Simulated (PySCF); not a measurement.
**TiClF3: a look at the electrons**

Aim: take TiClF3 and analyse its density (charges, bond critical points, surface potential), see where an electron leaves and enters and measure its response to a uniform field.

Computed with PySCF 2.14.0. Level: levels as typed in each script, gas phase, geometry from GFN2-xTB.

## (1) Where the work starts

SMILES `F[Ti](F)(F)Cl`, 5 atoms, charge 0, spin multiplicity 1.

Bond lengths: F1–Ti2 1.693 Å, Ti2–F3 1.693 Å, Ti2–F4 1.693 Å, Ti2–Cl5 2.108 Å. Angles: F1–Ti2–F3 113.5°, F1–Ti2–F4 113.4°, F1–Ti2–Cl5 105.1°, F3–Ti2–F4 113.4°, F3–Ti2–Cl5 105.1°, F4–Ti2–Cl5 105.1°.

Geometry (Å):

```mol
ClF3Ti
  3D, bonds by distance, orders not assigned

  5  4  0  0  0  0  0  0  0  0999 V2000
    0.8042    1.2505    1.0518 F   0  0
    0.3624   -0.0001    0.0002 Ti  0  0
    0.8035   -1.5366    0.5567 F   0  0
    0.8039    0.2859   -1.6089 F   0  0
   -1.7457    0.0002   -0.0000 Cl  0  0
  1  2  8  0
  2  3  8  0
  2  4  8  0
  2  5  8  0
M  END
```

## (2) Density, bond paths and surface potential (PBE0/def2-tzvp)

The input, input.py:

```python
import numpy as np
from pyscf import gto, scf, dft
from pyscf.scf import atom_ks, atom_hf
from scipy.linalg import block_diag

def solve(mol, dm0=None, hcore=None):
    mf = (dft.UKS if mol.spin else dft.RKS)(mol, xc='pbe0')
    mf.grids.level = 3
    mf = mf.density_fit(auxbasis='def2-universal-jkfit')
    mf.conv_tol, mf.max_cycle = 1e-8, 80
    if hcore is not None:
        mf.get_hcore = lambda *args: hcore
    mf.kernel(dm0)
    if not mf.converged:
        mf = mf.newton().run(mf.mo_coeff, mf.mo_occ, max_cycle=30)
    assert mf.converged, 'SCF not converged'
    return mf

mol = gto.M(atom='''
F      0.80424     1.25053     1.05178
Ti     0.36239    -0.00010     0.00021
F      0.80353    -1.53659     0.55666
F      0.80388     0.28586    -1.60894
Cl    -1.74573     0.00023    -0.00001
''', basis='def2-tzvp', charge=0, spin=0, verbose=4)
mf = solve(mol)
mf.analyze()
# spherically averaged free atoms, for the promolecule
atm = atom_ks.get_atm_nrks(mol, xc='pbe0')
pro = block_diag(*[(atm[a[0]][2] * atm[a[0]][3]) @ atm[a[0]][2].T for a in mol._atom])
np.savez('result.npz', e=mf.e_tot, c=mf.mo_coeff, occ=mf.mo_occ, eps=mf.mo_energy, pro=pro, dip=mf.dip_moment(verbose=0), s2=mf.spin_square()[0])
```

Run with:

```console
$ OMP_NUM_THREADS=1 python input.py
```

## (4) Removing and adding an electron (PBE0/def2-tzvp)

The input, input.py:

```python
import numpy as np
from pyscf import gto, scf, dft
from pyscf.scf import atom_ks, atom_hf
from scipy.linalg import block_diag

def solve(mol, dm0=None, hcore=None):
    mf = (dft.UKS if mol.spin else dft.RKS)(mol, xc='pbe0')
    mf.grids.level = 3
    mf = mf.density_fit(auxbasis='def2-universal-jkfit')
    mf.conv_tol, mf.max_cycle = 1e-8, 80
    if hcore is not None:
        mf.get_hcore = lambda *args: hcore
    mf.kernel(dm0)
    if not mf.converged:
        mf = mf.newton().run(mf.mo_coeff, mf.mo_occ, max_cycle=30)
    assert mf.converged, 'SCF not converged'
    return mf

mol = gto.M(atom='''
F      0.80424     1.25053     1.05178
Ti     0.36239    -0.00010     0.00021
F      0.80353    -1.53659     0.55666
F      0.80388     0.28586    -1.60894
Cl    -1.74573     0.00023    -0.00001
''', basis='def2-tzvp', charge=0, spin=0, verbose=4)
mf = solve(mol)
out = dict(e0=mf.e_tot, dm0=mf.make_rdm1(), c=mf.mo_coeff, occ=mf.mo_occ, eps=mf.mo_energy)
for name, dq, spin in [('cation', 1, 1)]:
    ion = mol.copy().set(charge=mol.charge + dq, spin=spin).build()
    mi = solve(ion)
    if spin and dq > 0 and mol.nao < 130:
        c, _, stable, _ = mi.stability(return_status=True)
        if not stable:
            mi = solve(ion, mi.make_rdm1(c, mi.mo_occ))
    print(name, 'vertical energy change / eV', (mi.e_tot - mf.e_tot) * 27.211386)
    out.update({'e_' + name: mi.e_tot, 'dm_' + name: mi.make_rdm1(), 's2_' + name: mi.spin_square()[0], 'eps_' + name: mi.mo_energy, 'occ_' + name: mi.mo_occ})
# spherically averaged free atoms, for the promolecule
atm = atom_ks.get_atm_nrks(mol, xc='pbe0')
pro = block_diag(*[(atm[a[0]][2] * atm[a[0]][3]) @ atm[a[0]][2].T for a in mol._atom])
np.savez('result.npz', pro=pro, **out)
```

## (5) Response to an electric field (PBE0/def2-tzvp)

The input, input.py:

```python
import numpy as np
from pyscf import gto, scf, dft
from pyscf.scf import atom_ks, atom_hf
from scipy.linalg import block_diag

def solve(mol, dm0=None, hcore=None):
    mf = (dft.UKS if mol.spin else dft.RKS)(mol, xc='pbe0')
    mf.grids.level = 3
    mf = mf.density_fit(auxbasis='def2-universal-jkfit')
    mf.conv_tol, mf.max_cycle = 1e-8, 80
    if hcore is not None:
        mf.get_hcore = lambda *args: hcore
    mf.kernel(dm0)
    if not mf.converged:
        mf = mf.newton().run(mf.mo_coeff, mf.mo_occ, max_cycle=30)
    assert mf.converged, 'SCF not converged'
    return mf

mol = gto.M(atom='''
F      0.80424     1.25053     1.05178
Ti     0.36239    -0.00010     0.00021
F      0.80353    -1.53659     0.55666
F      0.80388     0.28586    -1.60894
Cl    -1.74573     0.00023    -0.00001
''', basis='def2-tzvp', charge=0, spin=0, verbose=4)
field = np.array([0.004, 0.0, 0.0])  # atomic units
mol.set_common_orig(mol.atom_charges() @ mol.atom_coords() / mol.atom_charges().sum())
mf = solve(mol)
out = dict(dm0=mf.make_rdm1(), d0=mf.dip_moment(unit='AU'), e0=mf.e_tot)
for name, sign in (('p', 1), ('m', -1)):
    h = mf.get_hcore() + sign * np.einsum('x,xij->ij', field, mol.intor('int1e_r'))
    mi = solve(mol, mf.make_rdm1(), h)
    out.update({'dm' + name: mi.make_rdm1(), 'd' + name: mi.dip_moment(unit='AU'), 'e' + name: mi.e_tot})
# spherically averaged free atoms, for the promolecule
atm = atom_ks.get_atm_nrks(mol, xc='pbe0')
pro = block_diag(*[(atm[a[0]][2] * atm[a[0]][3]) @ atm[a[0]][2].T for a in mol._atom])
np.savez('result.npz', pro=pro, **out)
```

(Steps that only read results are left out.)

Before running it: what results should come out? Wanted: dipole moment; HOMO, LUMO; polarisability along the field.

**Answer**, as computed:

| quantity | value |
| --- | --- |
| dipole moment (PBE0/def2-tzvp) | 0.47 D |
| HOMO, LUMO (PBE0/def2-tzvp) | -10.13, -2.85 eV |
| polarisability along the field (PBE0/def2-tzvp) | 50.1 bohr³ |

**Reading.** At PBE0/def2-tzvp: The highest Hirshfeld charge is on Ti2 (+0.75 e), the lowest on F1, F3 and F4 (−0.21 e). All values hold at the given geometry, in the gas phase.
